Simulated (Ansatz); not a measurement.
# C2H6F2OSSi: a ladder of functionals and wavefunction methods

An exercise on one series of results from a longer session: the logs are not shown, and one member is left open.

Computed with Ansatz 0.2.0, Gaussian basis. Level: functionals in def2-TZVPP, the program's frozen cores in correlated methods.

Levels to be run: PBE-D4, r2SCAN-D4, PBE0-D4, B3LYP-D4, ωB97X-V, ωB97M-V, B2PLYP; CCSD(T)/def2-TZVPP; MP2/def2-QZVPP; extrapolation to the limit.

## Structure used throughout

An earlier PBE0-D4 in a triple-zeta def2 set relaxation fixed the geometry.

SMILES `CO[Si](F)(F)SC`, 13 atoms, charge 0, spin multiplicity 1.

Atoms are counted from 1 here; the program's logs count them from 0.

Bond lengths: C1–O2 1.415 Å, C1–H8 1.094 Å, C1–H9 1.090 Å, C1–H10 1.093 Å, O2–Si3 1.607 Å, Si3–F4 1.579 Å, Si3–F5 1.588 Å, Si3–S6 2.094 Å, S6–C7 1.821 Å, C7–H11 1.088 Å, C7–H12 1.089 Å, C7–H13 1.089 Å. Angles: O2–C1–H8 111.4°, O2–C1–H9 107.8°, O2–C1–H10 110.6°, H8–C1–H9 108.9°, H8–C1–H10 109.1°, H9–C1–H10 109.0°, C1–O2–Si3 126.8°, O2–Si3–F4 106.9°, O2–Si3–F5 111.8°, O2–Si3–S6 110.8°, F4–Si3–F5 105.1°, F4–Si3–S6 112.7°, F5–Si3–S6 109.4°, Si3–S6–C7 99.8°, S6–C7–H11 110.9°, S6–C7–H12 110.8°, S6–C7–H13 106.2°, H11–C7–H12 110.4° and more.

The first run:

The input, in.yaml:

```yaml
crystal:
  periodic: [false, false, false]
  atoms:
    - {symbol: C, position_ang: [1.987499, -1.454869, -0.738394]}
    - {symbol: O, position_ang: [0.667053, -1.720500, -0.304098]}
    - {symbol: Si, position_ang: [-0.345942, -0.682331, 0.387404]}
    - {symbol: F, position_ang: [-1.623123, -1.505291, 0.818039]}
    - {symbol: F, position_ang: [0.243238, -0.094652, 1.740435]}
    - {symbol: S, position_ang: [-0.800080, 0.892583, -0.915907]}
    - {symbol: C, position_ang: [-1.655383, 2.011381, 0.238551]}
    - {symbol: H, position_ang: [2.029218, -0.557018, -1.361514]}
    - {symbol: H, position_ang: [2.322124, -2.309325, -1.326443]}
    - {symbol: H, position_ang: [2.656076, -1.327498, 0.116846]}
    - {symbol: H, position_ang: [-1.018079, 2.255014, 1.086322]}
    - {symbol: H, position_ang: [-2.591209, 1.572937, 0.580922]}
    - {symbol: H, position_ang: [-1.871382, 2.919579, -0.322173]}
basis:
  gaussian: {orbitals: def2-TZVPP}
hamiltonian: {xc: pbe, dispersion: d4}
output: {forces: true, orbitals: {seedname: orbitals}}
```

Launch:

```bash
$ ansatz run in.yaml --threads 2 --pin off --events-out ev --progress --plain --max-ram 22528MiB --backend cuda --devices 0, --max-vram 18GiB
```

Steps of the session up to this table: PBE-D4 (GGA); r2SCAN-D4 (meta-GGA); PBE0-D4 (hybrid); B3LYP-D4 (hybrid); ωB97X-V (range-separated); ωB97M-V (range-separated); B2PLYP (double hybrid); CCSD(T) in def2-TZVPP; MP2 in def2-QZVPP.

One of the session's tables, all rows but one given; the rest of the session is left out.

It belongs to the step «Atomisation energies». 

```
            method  atomisation energy (kcal/mol)
            PBE-D4                         1266.6
         r2SCAN-D4                         1250.6
           PBE0-D4                              ?
          B3LYP-D4                         1240.8
           ωB97X-V                         1250.0
           ωB97M-V                         1250.9
            B2PLYP                         1231.4
     HF/def2-TZVPP                          916.6
    MP2/def2-TZVPP                         1246.1
   CCSD/def2-TZVPP                         1196.0
CCSD(T)/def2-TZVPP                         1214.6
           MP2/CBS                         1281.9
       CCSD(T)/CBS                         1250.4
```

**Question.** Estimate the row for PBE0-D4.

**Answer.** atomisation energy (kcal/mol): 1242.5. In the column «atomisation energy (kcal/mol)» it lies between B3LYP-D4 (1240.8) and MP2/def2-TZVPP (1246.1).

Caveats from the session: Free atoms (2 C, 1 O, 1 Si, 2 F, 1 S, 6 H) were run apart at each level; the atomisation energy is their sum less the molecule, without zero-point or spin-orbit terms.
